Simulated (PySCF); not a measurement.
# Br2Eu (Eu(Br)2): the cost of one run

Computed with PySCF 2.14.0. Level: PBE0, Eu lcecp-0-SVP with ECP53, Br def2-SVP; scalar-relativistic core potentials, no spin–orbit coupling.

1 further run of the same task is left out (for a known fault of the program).

## Step 1: Starting geometry

3 atoms, charge 0, spin multiplicity 1.

Bond lengths: Eu1–Br2 2.943 Å, Eu1–Br3 2.943 Å. Angles: Br2–Eu1–Br3 131.8°.

Coordinates:

```xyz
3
Br2Eu
Eu    0.00000    0.00000    0.00000
Br    2.68670    0.00000    1.20240
Br   -2.68670    0.00000    1.20240
```

Formal oxidation states: Eu +2. Each metal's 7 4f electrons lie in its core potential, so multiplicities, spins and levels count the valence alone.

## Step 2: SCF at the start, singlet

Contents of run.py (the lines that set the calculation):

```python
mol = gto.M(atom='''
Eu     0.00000     0.00000     0.00000
Br     2.68670     0.00000     1.20240
Br    -2.68670     0.00000     1.20240''',
    basis={'Eu': 'lcecp-0-SVP', 'Br': 'def2-SVP'},
    ecp={'Eu': 'lcecp-0-SVP'},
    charge=0, spin=0)
mf = dft.RKS(mol, xc='PBE0')
mf.grids.atom_grid = (50, 194)  # f atoms: unpruned, at least (60, 302)
mf = mf.density_fit()  # fitting sets: Eu AutoAux, Br def2-universal-JKFIT
mf.conv_tol = 1e-08; mf.max_cycle = 55
mf.kernel(dm0)  # dm0: free metal ions and neutral atoms
```

Launch:

```bash
> OMP_NUM_THREADS=2 python run.py
```

**Question.** How long does this run take on 2 threads of Arm Neoverse V1, shared host, and how much memory does it need?

About 3.2 s, with a peak of 0.4 GiB.
